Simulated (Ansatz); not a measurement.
# Si₂SbH₆ radical: a ladder of functionals and wavefunction methods

The task here is to estimate one member of a computed series from the others.

The runs use Ansatz 0.2.0, Gaussian basis; functionals in def2-TZVPP, the program's frozen cores in correlated methods.

Levels to be run: LDA (SPW92), PBE-D4, revPBE-D4, BLYP-D4, r2SCAN-D4, B97M-V, PBE0-D4, B3LYP-D4, r2SCANh-D4, r2SCAN0-D4, HSE06-D4, BHLYP-D4, CAM-B3LYP-D4, LC-ωPBE, ωB97X-V, ωB97M-V, B2PLYP, PBE-QIDH; CCSD(T)/def2-SVP; CCSD(T)/def2-TZVPP; MP2/def2-QZVPP; extrapolation to the limit; RPA on PBE.

### Structure used throughout

An earlier PBE0-D4 in a triple-zeta def2 set relaxation fixed the geometry. Sb takes the def2 core potential; no spin-orbit term is included.

SMILES `[SiH3][Sb][SiH3]`, 9 atoms, charge 0, spin multiplicity 2.

Atoms are counted from 1 here; the program's logs count them from 0.

Bond lengths: Si1–Sb2 2.565 Å, Si1–H4 1.488 Å, Si1–H5 1.487 Å, Si1–H6 1.488 Å, Sb2–Si3 2.565 Å, Si3–H7 1.487 Å, Si3–H8 1.488 Å, Si3–H9 1.488 Å. Angles: Sb2–Si1–H4 110.4°, Sb2–Si1–H5 110.1°, Sb2–Si1–H6 110.4°, H4–Si1–H5 108.7°, H4–Si1–H6 108.5°, H5–Si1–H6 108.7°, Si1–Sb2–Si3 88.3°, Sb2–Si3–H7 110.1°, Sb2–Si3–H8 110.4°, Sb2–Si3–H9 110.4°, H7–Si3–H8 108.7°, H7–Si3–H9 108.7°, H8–Si3–H9 108.5°.

Set-up of the first run:

File in.yaml:

```yaml
crystal:
  periodic: [false, false, false]
  atoms:
    - {symbol: Si, position_ang: [-0.779323, 1.208108, -1.048850]}
    - {symbol: Sb, position_ang: [1.670360, 0.524983, -0.715147]}
    - {symbol: Si, position_ang: [0.873407, -1.194687, 1.013023]}
    - {symbol: H, position_ang: [-1.583351, 0.044243, -1.511506]}
    - {symbol: H, position_ang: [-0.874333, 2.288397, -2.066038]}
    - {symbol: H, position_ang: [-1.357899, 1.703855, 0.229686]}
    - {symbol: H, position_ang: [2.034649, -1.945140, 1.559886]}
    - {symbol: H, position_ang: [-0.067991, -2.161908, 0.385845]}
    - {symbol: H, position_ang: [0.172981, -0.514051, 2.136099]}
basis:
  gaussian: {orbitals: def2-TZVPP}
magnetization: {spin_polarized: true, initial_magnetization: 1}
hamiltonian: {xc: lda}
output: {orbitals: {seedname: orbitals}}
```

Started as:

```console
> ansatz run in.yaml --threads 4 --pin off --events-out ev --progress --plain --max-ram 10444MiB
```

Among the steps run: LDA; PBE-D4 (GGA); revPBE-D4 (GGA); BLYP-D4 (GGA); r2SCAN-D4 (meta-GGA); B97M-V (meta-GGA); PBE0-D4 (hybrid); B3LYP-D4 (hybrid); r2SCANh-D4 (hybrid); r2SCAN0-D4 (hybrid); HSE06-D4 (hybrid); BHLYP-D4 (hybrid); CAM-B3LYP-D4 (range-separated); LC-ωPBE (range-separated); ωB97X-V (range-separated); ωB97M-V (range-separated); B2PLYP (double hybrid); PBE-QIDH (double hybrid).

One of the session's tables, all rows but one given; the rest of the session is left out.

It belongs to the step «Frontier levels by functional». 

| functional | HOMO (eV) | LUMO (eV) | gap (eV) |
| --- | --- | --- | --- |
| LDA (SPW92) | -5.41 | -4.61 | 0.80 |
| PBE-D4 | -5.39 | -4.26 | 1.14 |
| revPBE-D4 | -5.37 | -4.13 | 1.25 |
| BLYP-D4 | ? | ? | ? |
| r2SCAN-D4 | -5.78 | -3.96 | 1.82 |
| B97M-V | -5.65 | -4.32 | 1.32 |
| PBE0-D4 | -6.42 | -3.40 | 3.01 |
| B3LYP-D4 | -6.11 | -3.73 | 2.38 |
| r2SCANh-D4 | -6.15 | -3.66 | 2.49 |
| r2SCAN0-D4 | -6.70 | -3.21 | 3.49 |
| HSE06-D4 | -6.03 | -3.77 | 2.26 |
| BHLYP-D4 | -7.19 | -2.59 | 4.59 |
| CAM-B3LYP-D4 | -7.51 | -2.45 | 5.06 |
| LC-ωPBE | -8.89 | -1.15 | 7.73 |
| ωB97X-V | -8.41 | -1.57 | 6.84 |
| ωB97M-V | -8.35 | -1.67 | 6.68 |

Q: Estimate the row for BLYP-D4 from the others.

Worked estimate for «HOMO (eV)». Against the share of exact exchange, B3LYP-D4 (0.2, -6.11), BHLYP-D4 (0.5, -7.19) give a slope of -3.60 per unit share; at 0 the line stands at -5.39.

**Answer.** HOMO (eV): -5.15; LUMO (eV): -4.24; gap (eV): 0.91. In «HOMO (eV)» the line misses by -0.24.
